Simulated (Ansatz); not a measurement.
# HBr (SMILES Br): functionals against CCSD(T) at one geometry

One table from this session's results is given with a row withheld; the runs are named, their logs left out.

Method: single points in def2-TZVPP; program: Ansatz 0.2.0, Gaussian basis.

Correlated methods freeze the cores. Filled d shells of the heavier atoms are correlated.

## The system as given

2 atoms, charge 0, spin multiplicity 1.

Atoms are counted from 1 here; the program's logs count them from 0.

Bond lengths: Br1–H2 1.250 Å.

As a file:

```xyz
2
charge 0, multiplicity 1
Br   -0.58320    0.22490   -0.29480
H     0.45640   -0.19000    0.26160
```

The first run:

The input, run/in.yaml:

```yaml
crystal:
  periodic: [false, false, false]
  atoms:
    - {symbol: Br, position_ang: [-0.583200, 0.224900, -0.294800]}
    - {symbol: H, position_ang: [0.456400, -0.190000, 0.261600]}
basis:
  gaussian: {orbitals: def2-TZVPP}
correlation: {method: ccsd_t}
output: {forces: true}
```

No record of the launch command was kept for these runs.

Among the steps run: CCSD(T)/def2-TZVPP; PBE0-D4/def2-TZVPP; wB97M-V/def2-TZVPP; r2SCAN-D4/def2-TZVPP; PBE-D4/def2-TZVPP; r2SCANh-D4/def2-TZVPP; SPW92/def2-TZVPP.

One table of the session follows, with a row left open; its other results are not shown here.

```
    method  RMS force component (eV/Å)  dipole (D)
   CCSD(T)                       3.883        0.83
   PBE0-D4                       4.001        0.85
   wB97M-V                       3.941        0.84
 r2SCAN-D4                       3.963        0.86
    PBE-D4                       4.139        0.82
r2SCANh-D4                           ?           ?
     SPW92                       4.108        0.86
```

Estimate the missing values for r2SCANh-D4.

The run gave: RMS force component (eV/Å): 3.932; dipole (D): 0.87. In the column «RMS force component (eV/Å)» it lies between CCSD(T) (3.883) and wB97M-V (3.941).
